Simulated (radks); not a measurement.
# Fractional charge and spin in the 3s shell of argon

One table from this session's results is given with a row withheld; the runs are named, their logs left out.

Method: scalar-relativistic Kohn-Sham, SCAN, spin-polarised, spherical densities, finite nucleus. Code: radks (a radial shooting solver on a logarithmic mesh, Libxc functionals) version 1.

## The atom as given

* element: argon (Z = 18)
* configuration: [Ne] 3p(up 2.5, down 2.5) 3s(up 1, down 1)
* nuclear rms radius: 3.4274 fm

A shell typed twice in an input gives spin up, then spin down.

The first run:

Input:

```text
Z 18
configuration [Ne] 3p2.5 3p2.5 3s1 3s1
relativity scalar-relativistic
functional scan,scan
spin polarised
nucleus finite rms 3.4274 fm
c 137.035999084
```

Run with:

```sh
$ python run_ks.py task.json out
```

All runs below come from this command, one after another.

Among the steps run: 3s: up 1, down 1.

One of the session's tables, all rows but one given; the rest of the session is left out.

It belongs to the step «3s: up 1, down 1». From the orbitals of this run (lengths in bohr):

| level | <r> | outermost maximum (interpolated) | 90 % within | nodes |
| --- | --- | --- | --- | --- |
| 1s | 0.08575 | 0.0561 | 0.153 | 0 |
| 2s | 0.4123 | 0.338 | 0.643 | 1 |
| 2p | 0.3758 | 0.281 | 0.622 | 0 |
| 3s | 1.374 | 1.17 | 2.07 | 2 |
| 3p | ? | ? | ? | ? |

**Question.** Estimate the row for 3p.

**Answer.** <r>: 1.550; outermost maximum (interpolated): 1.26; 90 % within: 2.40; nodes: 1. In the column «<r>» it is the highest.
